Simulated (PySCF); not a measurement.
# C₅H₆F₂O: spin-spin couplings

Aim: predict the spin-spin couplings of C₅H₆F₂O (`FCO[C@@H]1C=C[C@H]1F`).

The runs use PySCF 2.14.0, with density-fitted response routines of our own; the level of theory stands in each step. All values are computed, except where a source is named. Atoms count from 0, in the outputs and in this text.

### 1 Starting geometry

14 atoms, charge 0, multiplicity 1; geometry from: GFN2-xTB.

Bonds of the start (Å): F0–C1 1.38, C1–O2 1.37, O2–C3 1.41, C3–C4 1.51, C4–C5 1.33, C5–C6 1.50, C6–F7 1.37, C6–C3 1.56, C1–H8 1.10, C1–H9 1.10, C3–H10 1.10, C4–H11 1.07, C5–H12 1.07, C6–H13 1.09.

### 2 Spin-spin couplings: B3LYP/pcJ-1

What the job is given:

```
{"job": {"kind": "j", "xc": "B3LYP", "basis": "pcJ-1"}, "charge": 0, "multiplicity": 1}
F      2.653237     0.002716     0.981282
C      2.131086     0.343978    -0.244898
O      1.116454    -0.504392    -0.601275
C     -0.065683    -0.359969     0.158327
C     -1.168490    -1.333655    -0.169612
C     -2.059492    -0.389384    -0.460597
C     -1.075162     0.738430    -0.305879
F     -1.371063     1.704897     0.621285
H      1.812713     1.394931    -0.153296
H      2.934227     0.228127    -0.980156
H      0.160426    -0.290227     1.227758
H     -1.174710    -2.405669    -0.159675
H     -3.102626    -0.380268    -0.710371
H     -0.791596     1.250013    -1.230036
```

Method: B3LYP/pcJ-1 indirect spin-spin coupling, non-relativistic, gas phase.

Started as:

```
> OMP_NUM_THREADS=1 python probes_run.py task.json out
```

One launch serves the whole session: the jobs run in the order shown.

Predict these results of the whole session: largest coupling of the table (B3LYP/pcJ-1).

**Answer**, as computed:

```
                                   quantity                     value
largest coupling of the table (B3LYP/pcJ-1)  ¹J(C,F) C6–F7, -278.0 Hz
```

**Reading.** In the run at B3LYP/pcJ-1, the largest coupling of the table is C6–F7, -278.0 Hz, of which the Fermi-contact term gives -314.0 Hz. Couplings across rotatable bonds belong to this one conformer; where others are populated, the observed values are averages. Density functionals describe couplings to fluorine poorly, F–F couplings above all, so those rows are rough.
